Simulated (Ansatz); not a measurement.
# BH3O2: the cost of one run

Program: Ansatz 0.2.0, Gaussian basis. Level of theory: PBE0-D4/def2-TZVP structures, single points in def2-TZVPP, no counterpoise correction. These are calculated values, not measurements.

Levels: SPW92, PBE-D4, BLYP-D4, r2SCAN-D4, B97M-V, PBE0-D4, B3LYP-D4, r2SCAN0-D4, BHLYP-D4, CAM-B3LYP-D4, wB97X-V, wB97M-V, B2PLYP, PBE-QIDH, RPA on PBE, Hartree-Fock, MP2, CCSD, CCSD(T).

Cores are frozen in the correlated methods. B3LYP uses VWN-RPA correlation. B2PLYP carries no dispersion term here.

94 further runs of the same task are left out: 94 set aside as unsound or not needed. Runs told in other sessions of the task aren't counted.

## (1) Starting geometry

The complex: 13 atoms, charge 0, spin multiplicity 1.

Atoms are counted from 1 here; the program's logs count them from 0.

Bond lengths: B1–N2 1.684 Å, B1–O4 1.436 Å, B1–O5 1.431 Å, B1–H7 1.227 Å, N2–C3 1.463 Å, N2–H6 1.015 Å, N2–H8 1.017 Å, C3–H9 1.089 Å, C3–H10 1.091 Å, C3–H11 1.089 Å, O4–H12 0.955 Å, O5–H13 0.958 Å. Angles: N2–B1–O4 104.6°, N2–B1–O5 102.1°, N2–B1–H7 103.2°, O4–B1–O5 114.0°, O4–B1–H7 115.4°, O5–B1–H7 115.3°, B1–N2–C3 115.1°, B1–N2–H6 106.5°, B1–N2–H8 104.9°, C3–N2–H6 111.8°, C3–N2–H8 111.1°, H6–N2–H8 106.8°, N2–C3–H9 108.6°, N2–C3–H10 112.1°, N2–C3–H11 108.0°, H9–C3–H10 109.7°, H9–C3–H11 108.6°, H10–C3–H11 109.8° and more.

As a file:

```xyz
13
charge 0, multiplicity 1
B     0.2518    0.9085   -0.4546
N    -0.3128   -0.1308    0.7446
C     0.1759   -1.5065    0.6548
O    -0.3374    0.4156   -1.6682
O    -0.2688    2.1710   -0.0263
H    -0.0735    0.2971    1.6337
H     1.4702    0.7903   -0.3756
H    -1.3259   -0.0957    0.6642
H     1.2630   -1.4938    0.7251
H    -0.2353   -2.1413    1.4413
H    -0.1041   -1.9009   -0.3208
H     0.3295    0.1601   -2.3030
H    -0.8326    2.5263   -0.7152
```

Its parts: BH₃O₂ holds atoms 1, 4, 5, 7, 12, 13; CH₅N holds atoms 2, 3, 6, 8, 9, 10, 11. Each part counts its atoms afresh in its own runs.

## (2) Relaxing BH₃O₂ alone

Contents of relax-a/in.yaml:

```yaml
crystal:
  periodic: [false, false, false]
  atoms:
    - {symbol: B, position_ang: [0.251789, 0.908530, -0.454614]}
    - {symbol: O, position_ang: [-0.337415, 0.415571, -1.668154]}
    - {symbol: O, position_ang: [-0.268777, 2.170993, -0.026256]}
    - {symbol: H, position_ang: [1.470200, 0.790272, -0.375565]}
    - {symbol: H, position_ang: [0.329457, 0.160066, -2.302960]}
    - {symbol: H, position_ang: [-0.832563, 2.526287, -0.715177]}
basis:
  gaussian: {orbitals: def2-TZVP}
hamiltonian: {xc: pbe0, dispersion: d4}
relax: {f_tol: 0.005, max_steps: 200}
```

Command:

```
$ ansatz run in.yaml --threads 8 --pin off --events-out ev --progress --plain --max-ram 19148MiB
```

**Question.** How long does this run take on 8 threads of Oxide Virtual Turin-like, shared host?

About 8 s.
